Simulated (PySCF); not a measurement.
# [Bi(CH3)2]+: other functionals and bases at one geometry

Aim: see how levels, charges and forces of [Bi(CH3)2]+ depend on the level of theory. The species was built from a template and needn't be a known compound.

Computed with PySCF 2.14.0. Level: several levels, as the steps say, no spin–orbit coupling.

1 further run of the same task is left out (for a known fault of the program).

### 1 The system as given

9 atoms, charge 1, spin multiplicity 1.

Bond lengths: Bi1–C2 2.227 Å, Bi1–C6 2.227 Å, C2–H3 1.098 Å, C2–H4 1.103 Å, C2–H5 1.103 Å, C6–H7 1.098 Å, C6–H8 1.103 Å, C6–H9 1.103 Å. Angles: C2–Bi1–C6 93.8°, Bi1–C2–H3 110.8°, Bi1–C2–H4 108.3°, Bi1–C2–H5 108.3°, H3–C2–H4 110.7°, H3–C2–H5 110.7°, H4–C2–H5 107.8°, Bi1–C6–H7 110.8°, Bi1–C6–H8 108.3°, Bi1–C6–H9 108.3°, H7–C6–H8 110.7°, H7–C6–H9 110.7°, H8–C6–H9 107.8°.

As a file:

```xyz
9
C2H6Bi
Bi    0.00000    0.00000   -0.71783
C     1.62579    0.00000    0.80472
H     2.61231    0.00000    0.32255
H     1.50264    0.89165    1.44256
H     1.50264   -0.89165    1.44256
C    -1.62579    0.00000    0.80472
H    -2.61231    0.00000    0.32255
H    -1.50264   -0.89165    1.44256
H    -1.50264    0.89165    1.44256
```

Formal oxidation states: Bi +3. An earlier session relaxed this geometry at PBE0, Bi def2-SVP with ECP60, C def2-SVP, H def2-SVP (singlet, point group C2v).

At PBE0 on the finer grid: E = -293.996564 Eh, HOMO -12.99 eV, LUMO -9.38 eV, Mulliken charge on Bi1 +0.95 e, largest force component 0.021 eV/Å. 

Levels to run: CAM-B3LYP; r2SCAN; PBE0, TZVP. Hardware: 2 threads of Intel Xeon Platinum 8259CL at 2.50GHz (Skylake/Cascade Lake), shared host.

### 2 CAM-B3LYP

Contents of run.py (the lines that set the calculation):

```python
mol = gto.M(atom='''
Bi     0.00000     0.00000    -0.71783
C      1.62579     0.00000     0.80472
H      2.61231     0.00000     0.32255
H      1.50264     0.89165     1.44256
H      1.50264    -0.89165     1.44256
C     -1.62579     0.00000     0.80472
H     -2.61231     0.00000     0.32255
H     -1.50264    -0.89165     1.44256
H     -1.50264     0.89165     1.44256''',
    basis={'Bi': 'def2-SVP', 'C': 'def2-SVP', 'H': 'def2-SVP'},
    ecp={'Bi': 'def2-SVP'},
    charge=1, spin=0)
mf = dft.RKS(mol, xc='CAMB3LYP')
mf.grids.atom_grid = (75, 302)
mf = mf.density_fit()  # fitting sets: Bi def2-universal-JKFIT, C def2-universal-JKFIT, H def2-universal-JKFIT
mf.conv_tol = 1e-08; mf.max_cycle = 55
mf.kernel(dm0)  # dm0: the density of the relaxed state
```

Launch:

```bash
$ OMP_NUM_THREADS=2 python run.py
```

The log of the run:

```text
init E= -294.00883105847
  HOMO = -0.519621274224921  LUMO = -0.306277746077841  gap/eV = 5.80537
cycle= 1 E= -294.009806199717  delta_E= -0.000975  |g|= 0.0138  |ddm|= 0.149
  HOMO = -0.521500066781892  LUMO = -0.309663159076761  gap/eV = 5.76438
cycle= 2 E= -294.009831277887  delta_E= -2.51e-05  |g|= 0.013  |ddm|= 0.0394
  HOMO = -0.521920170527391  LUMO = -0.309006741186693  gap/eV = 5.79367
cycle= 3 E= -294.009877110892  delta_E= -4.58e-05  |g|= 0.00152  |ddm|= 0.0138
  HOMO = -0.521817432042029  LUMO = -0.308950359543402  gap/eV = 5.79241
cycle= 4 E= -294.009878213943  delta_E= -1.1e-06  |g|= 0.000575  |ddm|= 0.00365
  HOMO = -0.521928661224964  LUMO = -0.309043361824132  gap/eV = 5.79290
cycle= 5 E= -294.009878334079  delta_E= -1.2e-07  |g|= 5.98e-05  |ddm|= 0.00104
  HOMO = -0.521913680448712  LUMO = -0.309028568289401  gap/eV = 5.79290
cycle= 6 E= -294.009878339371  delta_E= -5.29e-09  |g|= 1.98e-05  |ddm|= 0.000199
  HOMO = -0.521916663452783  LUMO = -0.309033156654094  gap/eV = 5.79286
Extra cycle  E= -294.009878339662  delta_E= -2.91e-10  |g|= 1.04e-05  |ddm|= 5.54e-05
converged SCF energy = -294.009878339662
```

Wall time 6.8 s (2 threads of Intel Xeon Platinum 8259CL at 2.50GHz (Skylake/Cascade Lake), shared host).

It gives: E = -294.009878 Eh, HOMO -14.20 eV, LUMO -8.41 eV, Mulliken charge on Bi1 +0.92 e, largest force component 0.045 eV/Å. 

### 3 r2SCAN

Edit run.py (the lines that set the calculation) of step 2 so:

```diff
@@ -13,3 +13,3 @@
     charge=1, spin=0)
-mf = dft.RKS(mol, xc='CAMB3LYP')
+mf = dft.RKS(mol, xc='R2SCAN')
 mf.grids.atom_grid = (75, 302)
```

Launch:

```bash
$ OMP_NUM_THREADS=2 python run.py
```

The log of the run:

```text
init E= -294.137761095306
  HOMO = -0.448530282094262  LUMO = -0.370035337943845  gap/eV = 2.13596
cycle= 1 E= -294.138701170014  delta_E= -0.00094  |g|= 0.00914  |ddm|= 0.107
  HOMO = -0.447897894661407  LUMO = -0.368055750264428  gap/eV = 2.17262
cycle= 2 E= -294.13863949086  delta_E= 6.17e-05  |g|= 0.0164  |ddm|= 0.0344
  HOMO = -0.447732662937756  LUMO = -0.368803293982307  gap/eV = 2.14778
cycle= 3 E= -294.138733821355  delta_E= -9.43e-05  |g|= 0.00144  |ddm|= 0.0206
  HOMO = -0.447872346860192  LUMO = -0.368940039428841  gap/eV = 2.14786
cycle= 4 E= -294.138734369969  delta_E= -5.49e-07  |g|= 0.000381  |ddm|= 0.00189
  HOMO = -0.447805502178783  LUMO = -0.368875786132991  gap/eV = 2.14779
cycle= 5 E= -294.138734411702  delta_E= -4.17e-08  |g|= 7.29e-05  |ddm|= 0.000675
  HOMO = -0.447811120100768  LUMO = -0.368883509943339  gap/eV = 2.14773
cycle= 6 E= -294.138734412814  delta_E= -1.11e-09  |g|= 8.81e-06  |ddm|= 0.000136
  HOMO = -0.447809564570614  LUMO = -0.368881296494866  gap/eV = 2.14775
Extra cycle  E= -294.138734412818  delta_E= -4.49e-12  |g|= 8.24e-06  |ddm|= 2.96e-05
converged SCF energy = -294.138734412818
```

It took 8.9 s on 2 threads of Intel Xeon Platinum 8259CL at 2.50GHz (Skylake/Cascade Lake), shared host.

Result: E = -294.138734 Eh, HOMO -12.19 eV, LUMO -10.04 eV, Mulliken charge on Bi1 +0.96 e, largest force component 0.156 eV/Å. 

### 4 PBE0, TZVP

Basis: Bi def2-TZVP with ECP60, C def2-TZVP, H def2-TZVP. 

Edit run.py (the lines that set the calculation) of step 3 so:

```diff
@@ -10,6 +10,6 @@
 H     -1.50264     0.89165     1.44256''',
-    basis={'Bi': 'def2-SVP', 'C': 'def2-SVP', 'H': 'def2-SVP'},
-    ecp={'Bi': 'def2-SVP'},
+    basis={'Bi': 'def2-TZVP', 'C': 'def2-TZVP', 'H': 'def2-TZVP'},
+    ecp={'Bi': 'def2-TZVP'},
     charge=1, spin=0)
-mf = dft.RKS(mol, xc='R2SCAN')
+mf = dft.RKS(mol, xc='PBE0')
 mf.grids.atom_grid = (75, 302)
@@ -17,2 +17,2 @@
 mf.conv_tol = 1e-08; mf.max_cycle = 55
-mf.kernel(dm0)  # dm0: the density of the relaxed state
+mf.kernel(dm0)  # dm0: free metal ions and neutral atoms
```

Launch:

```bash
$ OMP_NUM_THREADS=2 python run.py
```

The log of the run:

```text
init E= -293.758447573365
  HOMO = -0.527698562395955  LUMO = -0.408753233179954  gap/eV = 3.23667
cycle= 1 E= -294.026521012091  delta_E= -0.268  |g|= 0.509  |ddm|= 2.16
  HOMO = -0.425733839240415  LUMO = -0.330285376447973  gap/eV = 2.59728
cycle= 2 E= -293.96295328083  delta_E= 0.0636  |g|= 0.701  |ddm|= 0.931
  HOMO = -0.467737671183706  LUMO = -0.334299588049575  gap/eV = 3.63104
cycle= 3 E= -294.093906238006  delta_E= -0.131  |g|= 0.0857  |ddm|= 0.571
  HOMO = -0.476644931858843  LUMO = -0.34383771141734  gap/eV = 3.61387
cycle= 4 E= -294.095508962363  delta_E= -0.0016  |g|= 0.0118  |ddm|= 0.105
  HOMO = -0.475766769495221  LUMO = -0.342480058524517  gap/eV = 3.62692
cycle= 5 E= -294.0955332431  delta_E= -2.43e-05  |g|= 0.00205  |ddm|= 0.0164
  HOMO = -0.475659847503278  LUMO = -0.342256202292276  gap/eV = 3.63010
cycle= 6 E= -294.095534500026  delta_E= -1.26e-06  |g|= 0.000397  |ddm|= 0.00256
  HOMO = -0.475708924146273  LUMO = -0.342325778041848  gap/eV = 3.62954
cycle= 7 E= -294.095534538927  delta_E= -3.89e-08  |g|= 0.000201  |ddm|= 0.000621
  HOMO = -0.475700065566832  LUMO = -0.34230961689479  gap/eV = 3.62974
cycle= 8 E= -294.095534546178  delta_E= -7.25e-09  |g|= 1.3e-05  |ddm|= 0.000244
  HOMO = -0.475701891846535  LUMO = -0.342312029405059  gap/eV = 3.62972
Extra cycle  E= -294.095534546243  delta_E= -6.5e-11  |g|= 1.02e-05  |ddm|= 3.99e-05
converged SCF energy = -294.095534546243
```

Wall time 12 s (2 threads of Intel Xeon Platinum 8259CL at 2.50GHz (Skylake/Cascade Lake), shared host).

Read off: E = -294.095535 Eh, HOMO -12.94 eV, LUMO -9.31 eV, Mulliken charge on Bi1 +0.98 e, largest force component 0.450 eV/Å. 

### 5 All levels side by side

| level | state | HOMO (eV) | gap (eV) | charge on Bi1 (e) | dipole (D) | largest force (eV/Å) | basis functions | time |
| --- | --- | --- | --- | --- | --- | --- | --- | --- |
| PBE0 (relaxed here) | singlet | -12.99 | 3.62 | 0.95 | 1.44 | 0.02 | 84 | 14 s |
| CAM-B3LYP | singlet | -14.20 | 5.79 | 0.92 | 1.41 | 0.05 | 84 | 6.8 s |
| r2SCAN | singlet | -12.19 | 2.15 | 0.96 | 1.50 | 0.16 | 84 | 8.9 s |
| PBE0, TZVP | singlet | -12.94 | 3.63 | 0.98 | 1.46 | 0.45 | 148 | 12 s |

Times are on 2 threads of Intel Xeon Platinum 8259CL at 2.50GHz (Skylake/Cascade Lake), shared host; the first row also made further properties. The dipole of a charged species depends on the origin, so these sizes hold for this origin alone.

In one basis the HOMO–LUMO gap runs from 2.15 eV (r2SCAN) to 5.79 eV (CAM-B3LYP). The largest leftover force, 0.45 eV/Å with PBE0, TZVP, stands at a geometry relaxed at another level. The Mulliken charge on Bi spans +0.92 to +0.98 e over the levels. Total energies of different levels can't be compared. Spin–orbit coupling is left out throughout.
